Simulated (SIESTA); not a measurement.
## Nb3Ru: band structure with PBEsol

Nb3Ru:

```
Ru Nb
1.0
     0.00000    3.23185    3.23185
     3.23185    0.00000    3.23185
     3.23185    3.23185    0.00000
Ru Nb
1 3
Direct
  0.00000 0.00000 0.00000
  0.50000 0.50000 0.50000
  0.75000 0.75000 0.75000
  0.25000 0.25000 0.25000
```

The cell comes from a database or a generator and needn't be the stable form of this composition.

```yaml
Program: SIESTA 5.4.2
Task: band structure
Functional: PBEsol
Potentials_or_basis: PseudoDojo 0.4 standard (PBEsol files)
Basis: DZP (energy shift 0.003 Ry; two zetas on semicore shells)
Grid_cutoff: 800 Ry
Energy_shift: 0.003 Ry
k_mesh: 7 × 7 × 7
Occupations: fermi-dirac, width 0.05 eV
Spin: no spin polarisation
```

The pressure is -5.7 GPa and the band gap on the k mesh is none (metal or under the smearing width).

Levels at the corners of the path, in eV from the Fermi level:
```
point  band 24  band 25  band 26  band 27  band 28  band 29  band 30  band 31  band 32  band 33
    Γ    -1.80    -1.80    -0.40    -0.40    -0.40     0.85     0.85     3.63     3.63     3.90
    X    -1.51    -0.33    -0.33     0.34     0.55     0.55     1.19     2.04     2.04     2.34
    W    -1.86    -1.17    -0.63    -0.60    -0.60     0.54     1.23     1.23     2.03     3.34
    K    -1.74    -1.07    -0.61    -0.50     0.21     0.53     1.08     1.14     2.02     2.98
    Γ    -1.80    -1.80    -0.40    -0.40    -0.40     0.85     0.85     3.63     3.63     3.90
    L    -2.20    -2.20    -1.62    -1.55    -1.55     1.43     1.43     2.27     2.27     3.05
    U    -1.74    -1.07    -0.61    -0.50     0.21     0.53     1.08     1.14     2.02     2.98
    W    -1.86    -1.17    -0.63    -0.60    -0.60     0.54     1.23     1.23     2.03     3.34
    L    -2.20    -2.20    -1.62    -1.55    -1.55     1.43     1.43     2.27     2.27     3.05
    K    -1.74    -1.07    -0.61    -0.50     0.21     0.53     1.08     1.14     2.02     2.98
    U    -1.74    -1.07    -0.61    -0.50     0.21     0.53     1.08     1.14     2.02     2.98
    X    -1.51    -0.33    -0.33     0.34     0.55     0.55     1.19     2.04     2.04     2.34
```

Wall time 2.3 min on 1 thread of Intel(R) Xeon(R) 6975P-C (Granite Rapids), on a shared host, peak memory 0.52 GiB.

Caveat: the basis of atomic orbitals isn't converged, which shifts pressures, moduli and gaps.
